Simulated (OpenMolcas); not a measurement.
**Hf³⁺ among point charges: CASSCF levels and susceptibility**

How does a field of 5 point charges split the states of Hf³⁺, and what χT follows?

The numbers are computed with OpenMolcas 26.06 (state-averaged CASSCF, spin-orbit coupling by RASSI with atomic mean-field integrals), except any that are marked as measured or tabulated.

1 further run of the same task is left out (it didn't finish).

## Step 1: The atom as given

- Species: Hf³⁺ (hafnium, Z = 72, 69 electrons)
- Basis: ANO-RCC-VDZP [7s6p4d2f1g], 68 functions
- Scalar Hamiltonian: DKH2, point nucleus
- Inactive shells: 1s 2s 2p 3s 3p 3d 4s 4p 4d 4f 5s 5p
- Active space: 1 electron in 5 orbitals (5d)
- Some configurations of this space: 5d
- Orbitals: optimised for each spin and parity, averaged over all roots

The outer shells:

5d
```
5d [↑ ][  ][  ][  ][  ]
```

The ion sits among 5 point charges of -1 e arranged as a trigonal bipyramid (D3h), 1.95 Å from the ion, with the axial distance 2.028 Å. The active orbitals were held to one l.

Each step is its own input file, run in one work folder so that later steps find the files of earlier ones. Labels, J, g values, rates, χT and fits are worked out afterwards by a script from the matrices that RASSI stores.

## Step 2: Basis and integrals

File a.inp:

```
&GATEWAY
Coord
1

Hf 0.0 0.0 0.0
Basis=ANO-RCC-VDZP
Group=NoSym
NoMove
AngMom=0.0 0.0 0.0
AMFI
XField
5 Angstrom 0
1.950000 0.000000 0.000000 -1.000000
-0.975000 1.688750 0.000000 -1.000000
-0.975000 -1.688750 0.000000 -1.000000
0.000000 0.000000 2.028000 -1.000000
0.000000 0.000000 -2.028000 -1.000000
&SEWARD
```

On the command line:

```
> OMP_NUM_THREADS=1 MOLCAS_MEM=1689 MOLCAS_PROJECT=a pymolcas a.inp > a.log
```

## Step 3: Reference wave functions, doublets, 5 roots

File a.inp:

```
&RASSCF
FileOrb=start.orb
Symmetry=1
Spin=2
nActEl=1 0 0
Inactive=34
Ras2=5
CIRoot=5 5 1
SDav=5
CIMx=300
Iter=120 100
PrWF=0.3
OrbListing=Nothing
MaxOrb=0
SupSym
1
20 10 11 12 13 14 19 20 21 22 23 35 36 37 38 39 48 49 50 51 52
>>> COPY $Project.JobIph JOB001
```

start.orb holds the contracted functions of the basis, ordered by shell, or the orbitals of the step before.

## Step 4: RASSI: spin-orbit coupling between the states

File a.inp:

```
&RASSI
NrOfJobIphs=1 5
1 2 3 4 5
IphNames
JOB001
EJob
SpinOrbit
DIPRint=1.0
SOCoupling=1000.0
Subsets=2
Property=9
'ANGMOM' 1 'ANGMOM' 2 'ANGMOM' 3 'MLTPL  1' 1 'MLTPL  1' 2 'MLTPL  1' 3
'AMFI' 1 'AMFI' 2 'AMFI' 3
SOProperty=3
'ANGMOM' 1 'ANGMOM' 2 'ANGMOM' 3
```

Q: Predict the outcome of this session. Wanted: spin-free ground state; first state of the same spin within the active space; lowest level; next level.

The runs gave:

| quantity | value |
| --- | --- |
| method | CASSCF |
| spin-free ground state | 2E, 2-fold in its orbital part |
| first state of the same spin within the active space | 2E at 4590 cm⁻¹ |
| lowest level | 2-fold E1/2, g = 0.05, 0.70, 0.70 |
| next level | 973.6 cm⁻¹ |
| χT at 300 K | 0.07 cm³ K/mol |
| effective moment at 300 K | 0.77 μB |

In words: The spin-free ground state (2E) comes to 100 % from free-ion D terms and keeps the highest spin of the shell. χT at 300 K is 0.07, against 0.38 cm³ K/mol for the spin alone, so orbital moment lowers it. The field of point charges can differ much from that of real complexes. Point charges carry no covalency, so the field is a model and not that of real ligands.
